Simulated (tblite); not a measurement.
# C4H11AlO2S: the cost of one run

Programs: tblite 0.8.0 and PySCF 2.14.0, with density-fitted response routines of our own. Each step states its level of theory. These are calculated values for one molecule, in the gas phase or a continuum, unless marked as measured. Atoms count from 0, in the outputs and in this text.

### 1 Starting geometry

19 atoms, charge 0, multiplicity 1; geometry from: force field or distance geometry start.

Bonds of the start (Å): C0–C1 1.50, C1–O2 1.27, C1–O3 1.37, O3–C4 1.39, C4–S5 1.75, S5–C6 1.79, S5–Al7 2.20, C0–H8 1.11, C0–H9 1.11, C0–H10 1.12, C4–H11 1.11, C4–H12 1.13, C6–H13 1.11, C6–H14 1.11, C6–H15 1.11, Al7–H16 1.62, Al7–H17 1.60, Al7–H18 1.59.

### 2 Optimising the geometry with GFN2-xTB

What the job is given:

```
{"job": {"kind": "relax", "xc": "GFN2-xTB", "basis": "xTB"}, "charge": 0, "multiplicity": 1}
C      3.371600    -0.846000    -0.243100
C      2.169300    -0.028000     0.125800
O      1.982800     0.396800     1.303600
O      1.252200     0.260500    -0.853700
C      0.077500     0.988100    -0.701300
S     -1.104900     0.377900     0.429800
C     -2.479500     1.526100     0.382100
Al    -1.858000    -1.647100    -0.006200
H      3.183800    -1.525200    -1.099100
H      3.800000    -1.391300     0.624600
H      4.155600    -0.109300    -0.564400
H      0.234000     2.057600    -0.461000
H     -0.409600     1.006100    -1.717000
H     -2.068000     2.506200     0.693900
H     -2.766900     1.661600    -0.681800
H     -3.306400     1.238200     1.059000
H     -3.456100    -1.615700     0.260900
H     -1.253200    -2.767600     0.957100
H     -1.533900    -2.079600    -1.501700
```

On the command line:

```sh
$ OMP_NUM_THREADS=1 python probes_run.py task.json out
```

This one command runs all jobs of the session in turn.

Q: Estimate the wall time of this first job on 1 thread of Arm Neoverse V1, shared host.

About 1.8 s.
